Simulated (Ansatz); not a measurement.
The system is CoNiO2.

```xyz
4
Lattice="3.0143 0.0000 0.0000 0.0000 3.0143 0.0000 0.0000 0.0000 4.2223" Properties=species:S:1:pos:R:3 pbc="T T T"
Ni    0.0000    0.0000    0.0000
Co    1.5072    1.5072    2.1111
O     0.0000    0.0000    2.1111
O     1.5072    1.5072    0.0000
```

The cell comes from a database or a generator and needn't be the stable form of this composition.

A run of Ansatz 0.2.0 on this cell left the log below. Logs are shortened: lines on timing, memory, paths and dates and some standing lists are left out, and cuts for length are marked.

```text
Warning: RAYON_NUM_THREADS=2 ignored (pool sized by the plan → 2); use --threads N
Engine: ansatz 0.2.0, x86_64-unknown-linux-gnu
Pseudopotentials: kind: paw
Pseudopotential: Ni, paw, valence charge 18, recommended cutoff 420 eV (normal), Ni.paw.azcp
Pseudopotential: Co, paw, valence charge 17, recommended cutoff 420 eV (normal), Co.paw.azcp
Pseudopotential: O, paw, valence charge 6, recommended cutoff 420 eV (normal), O.paw.azcp
Functional definition: PBEsol
  exchange = pbesol_x
  correlation = pbesol_c
Crystal: 4 atoms, lattice volume = 38.365 Å³
Basis set: ecut = 420 eV, 727 PW (Γ), exchange–correlation on 48×48×60 points (8 copies of the dense FFT grid, shifted against one another)
Bands: 29, of which v1, the nominal top of the filled ones, is band 24 counted from 1 (23 counted from 0)
Symmetry: 16 space group operations
Space group: P4/mmm (ITA 123), of the structure as read, at distance tolerance 3.4e-5 Å
k-points: 60 of 486
Non-local potential: Ni, projectors of the file, l = 0: 3, l = 1: 2, l = 2: 3, l = 3: 1
Non-local potential: Co, projectors of the file, l = 0: 3, l = 1: 2, l = 2: 3, l = 3: 1
Non-local potential: O, projectors of the file, l = 0: 2, l = 1: 2, l = 2: 1
PAW form: soft (Blöchl's): semilocal exchange-correlation on the pseudo side does not see the compensation charge
PAW frozen core: Ni, regenerated for the run's functional, and the local potential with it (the file was generated under x = pbe(κ = 0.804, μ = 0.2195149727645171), c = pbe(β = 0.06672455060314922))
PAW frozen core: Co, regenerated for the run's functional, and the local potential with it (the file was generated under x = pbe(κ = 0.804, μ = 0.2195149727645171), c = pbe(β = 0.06672455060314922))
PAW frozen core: O, regenerated for the run's functional, and the local potential with it (the file was generated under x = pbe(κ = 0.804, μ = 0.2195149727645171), c = pbe(β = 0.06672455060314922))
PAW one-centre angular grid: Ni, 590 points (default); XC on 64 Gauss nodes
PAW one-centre angular grid: Co, 590 points (default); XC on 64 Gauss nodes
PAW one-centre angular grid: O, 110 points (default); XC on 64 Gauss nodes
[... 12 lines left out ...]
SCF iter   9: F=-12015.913501 eV  HF=-12015.913501 eV  |F-HF|=2.60e-8  |Δ(HF+E_count)|=   1.33e-8  Δρ=1.19e-5  dr2=2.82e-8  ethr=2.13e-10  ⟨swp⟩=4.2  Hψ=6228  notcnv=0
SCF 1 converged in 9 iterations: F = -12015.913501 eV  dr2 = 2.82e-8
  greatest PAW one-centre occupation: 1.002 electrons in one spin orbital (limit 2), on the Co atom at site 1 (counted from 0), in its partial waves of l = 1
SCF converged after 9 iterations
Free energy (F): -12015.913501 eV
Harris-Foulkes:  -12015.913501 eV  (|F-HF|=2.60e-8)
Internal energy: -12015.862398 eV  (E = F + TS)
E sigma→0 (E₀):  -12015.887949 eV
Entropy (-TS):   -0.051103 eV (-12.776 meV/atom)
Fermi energy:    13.385613 eV
--- Per-component energies (eV) ---
  E_band       = -643.558129
  E_kinetic    = 1069.030805
  E_local      = -7525.070783  (includes V_loc(G=0)·N_el)
  E_nonlocal   = 1210.733765
  E_hartree    = 3094.735569
  E_xc         = -379.974535
  E_vxc        = -490.374200  (∫ρ·V_xc dr)
  E_paw        = -3391.073791  (= ΣΔE_a)
  E_vpaw       = -1097.362508  (= ΣTr[D̂ρ^β])
  E_aug_tail   = 0.005460  (compensation charges beyond the density's cutoff)
  E_ewald      = -6094.705173
  E_core_change = 0.456284  (= ΣΔE_core)
  E_smearing   = -0.051103  (= −TS)
  E_closure    = -0.000000  (closes the sum)
  Σ components = -12015.913501   (vs F -12015.913501, Δ=0.00e0)
--- Forces (eV/Å), atoms counted from 1 ---
  atom   1  Ni    -0.00000000     0.00000000     0.00000000
  atom   2  Co     0.00000000     0.00000000     0.00000000
  atom   3  O     -0.00000000    -0.00000000     0.00000000
  atom   4  O      0.00000000     0.00000000     0.00000000
  max |Σ_I F_I| component: 6.98e-29 eV/Å
--- Stress (GPa, compression-positive) ---
      -23.989346       0.000000       0.000000
        0.000000     -23.989346       0.000000
        0.000000       0.000000     -23.396193
  P = ⅓ Tr σ = -23.7916 GPa (-237.916 kbar)
--- Band table (eV; the first three rows and the last of 60) ---
  k-point 0: bands = ["-89.2008", "-80.8636", "-49.7859", "-49.7551", "-49.7551", "-44.3214", "-44.3161", "-44.3161", "-6.7543", "-5.4449", "6.6304", "9.0258", "9.0258", "10.2212", "10.2575", "10.2575", "10.8869", "11.8473", "11.8473", "11.9453", "12.0585", "12.0962", "12.6404", "13.0597", "13.0651", "13.0651", "14.6386", "19.6156", "23.4264"]
  k-point 1: bands = ["-89.2008", "-80.8636", "-49.7860", "-49.7552", "-49.7552", "-44.3215", "-44.3161", "-44.3161", "-6.6577", "-5.5157", "6.5881", "9.0475", "9.0475", "9.3320", "10.0398", "10.0398", "10.9503", "11.8762", "12.0769", "12.0805", "12.0805", "12.5184", "12.6210", "13.0942", "13.0942", "13.2018", "15.3379", "19.7128", "23.5409"]
  k-point 2: bands = ["-89.2008", "-80.8635", "-49.7860", "-49.7551", "-49.7551", "-44.3217", "-44.3161", "-44.3161", "-6.3987", "-5.7242", "6.6493", "8.0462", "9.1318", "9.1318", "9.6574", "9.6574", "11.1197", "11.6953", "12.1182", "12.4710", "12.4710", "12.5776", "12.8638", "13.1386", "13.1386", "13.3929", "16.9298", "19.5614", "24.3583"]
  k-point 59: bands = ["-89.1994", "-80.8611", "-49.7842", "-49.7665", "-49.7665", "-44.3348", "-44.3348", "-44.3185", "-5.4500", "-5.2987", "7.1365", "7.1368", "7.4108", "7.4672", "7.9207", "7.9546", "12.3519", "12.3598", "12.5971", "12.7129", "12.8472", "12.9169", "13.1883", "13.2718", "13.5157", "14.0556", "21.5711", "22.2099", "23.2233"]
```

Task: Write the input and the command behind it.

Result: Single point with PBEsol, no spin polarisation. The files as run (others can give the same):

input.yaml
```yaml
crystal:
  lattice:
    - [3.014333, 0.0, 0.0]
    - [0.0, 3.014333, 0.0]
    - [0.0, 0.0, 4.222285]
  atoms:
    - { symbol: Ni, position: [0.0, 0.0, 0.0] }
    - { symbol: Co, position: [0.5, 0.5, 0.5] }
    - { symbol: O, position: [0.0, 0.0, 0.5] }
    - { symbol: O, position: [0.5, 0.5, 0.0] }
hamiltonian:
  xc: pbesol
  pseudopotentials: { kind: paw }
kpoints:
  mp_grid: { grid: [9, 9, 6] }
scf:
  occupations: { method: fermi_dirac, width: 0.05 }
output:
  forces: true
  stress: true
  eigenvalues: true
```

Potentials or basis: Ansatz PAW.
Run with:
```bash
$ ansatz run input.yaml --threads 2 --pin off --max-ram 5632MiB --backend cpu --events-out ev --progress --plain --runs-dir out
```

Caveat: the pressure holds a Pulay correction of +0.7 GPa for the finite cutoff; an odd number of electrons without spin polarisation forces a metal; a magnetic or distorted state may lie lower; the run has no spin polarisation, though such a crystal can be magnetic; semilocal functionals often make such compounds metallic where correlation or magnetic order opens a gap, which also shifts bond lengths; the PAW data sets come from PBE, with cores solved anew for the run's functional, which leaves a small shift of forces and pressure.
